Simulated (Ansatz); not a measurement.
**C4H8O3: a ladder of functionals and wavefunction methods**

One table from this session's results is given with a row withheld; the runs are named, their logs left out.

Computed with Ansatz 0.2.0, Gaussian basis. Level: functionals in def2-TZVPP, the program's frozen cores in correlated methods.

Levels to be run: PBE-D4, r2SCAN-D4, PBE0-D4, B3LYP-D4, ωB97X-V, ωB97M-V, B2PLYP; CCSD(T)/def2-TZVPP; MP2/def2-QZVPP; extrapolation to the limit.

## Structure used throughout

An earlier PBE0-D4 in a triple-zeta def2 set relaxation fixed the geometry.

SMILES `COCCOC=O`, 15 atoms, charge 0, spin multiplicity 1.

Atoms are counted from 1 here; the program's logs count them from 0.

Bond lengths: C1–O2 1.406 Å, C1–H8 1.095 Å, C1–H9 1.090 Å, C1–H10 1.099 Å, O2–C3 1.401 Å, C3–C4 1.513 Å, C3–H11 1.094 Å, C3–H12 1.099 Å, C4–O5 1.437 Å, C4–H13 1.092 Å, C4–H14 1.090 Å, O5–C6 1.331 Å, C6–O7 1.196 Å, C6–H15 1.100 Å. Angles: O2–C1–H8 112.4°, O2–C1–H9 107.0°, O2–C1–H10 111.1°, H8–C1–H9 109.0°, H8–C1–H10 108.6°, H9–C1–H10 108.7°, C1–O2–C3 114.9°, O2–C3–C4 114.6°, O2–C3–H11 106.2°, O2–C3–H12 111.1°, C4–C3–H11 107.2°, C4–C3–H12 109.8°, H11–C3–H12 107.6°, C3–C4–O5 113.0°, C3–C4–H13 109.6°, C3–C4–H14 110.1°, O5–C4–H13 109.0°, O5–C4–H14 105.1° and more.

Set-up of the first run:

in.yaml

```yaml
crystal:
  periodic: [false, false, false]
  atoms:
    - {symbol: C, position_ang: [-1.172854, 1.137449, -1.224664]}
    - {symbol: O, position_ang: [-1.335823, -0.257411, -1.158663]}
    - {symbol: C, position_ang: [-0.225282, -0.958609, -0.670713]}
    - {symbol: C, position_ang: [-0.097192, -0.965750, 0.837304]}
    - {symbol: O, position_ang: [0.344897, 0.293414, 1.369616]}
    - {symbol: C, position_ang: [1.660699, 0.488288, 1.408594]}
    - {symbol: O, position_ang: [2.500710, -0.280462, 1.041245]}
    - {symbol: H, position_ang: [-1.164680, 1.603128, -0.233619]}
    - {symbol: H, position_ang: [-2.015719, 1.530175, -1.794137]}
    - {symbol: H, position_ang: [-0.241680, 1.403095, -1.743768]}
    - {symbol: H, position_ang: [-0.357022, -1.997295, -0.988601]}
    - {symbol: H, position_ang: [0.706043, -0.588317, -1.121059]}
    - {symbol: H, position_ang: [0.603667, -1.745526, 1.142115]}
    - {symbol: H, position_ang: [-1.071161, -1.140446, 1.294761]}
    - {symbol: H, position_ang: [1.865376, 1.478267, 1.841609]}
basis:
  gaussian: {orbitals: def2-TZVPP}
hamiltonian: {xc: pbe, dispersion: d4}
output: {forces: true, orbitals: {seedname: orbitals}}
```

The run is started by

```bash
$ ansatz run in.yaml --threads 2 --pin off --events-out ev --progress --plain --max-ram 32768MiB --backend cuda --devices 0, --max-vram 18GiB
```

Steps of the session up to this table: PBE-D4 (GGA); r2SCAN-D4 (meta-GGA); PBE0-D4 (hybrid); B3LYP-D4 (hybrid); ωB97X-V (range-separated); ωB97M-V (range-separated); B2PLYP (double hybrid); CCSD(T) in def2-TZVPP; MP2 in def2-QZVPP.

One of the session's tables, all rows but one given; the rest of the session is left out.

| method | atoms, summed (eV) | atomisation energy (eV) |
| --- | --- | --- |
| PBE-D4 | -10346.036 | 65.498 |
| r2SCAN-D4 | -10354.121 | 63.730 |
| PBE0-D4 | -10348.098 | 63.783 |
| B3LYP-D4 | -10360.571 | 63.445 |
| ωB97X-V | -10356.534 | 63.612 |
| ωB97M-V | -10355.836 | 63.675 |
| B2PLYP | -10352.647 | 62.859 |
| HF/def2-TZVPP | ? | ? |
| MP2/def2-TZVPP | -10337.734 | 63.286 |
| CCSD/def2-TZVPP | -10341.311 | 60.711 |
| CCSD(T)/def2-TZVPP | -10341.764 | 61.823 |
| MP2/CBS | -10341.376 | 64.898 |
| CCSD(T)/CBS | -10345.407 | 63.435 |

**Question.** Estimate the row for HF/def2-TZVPP.

The run gave: atoms, summed (eV): -10318.973; atomisation energy (eV): 44.730. In the column «atoms, summed (eV)» it is the highest.
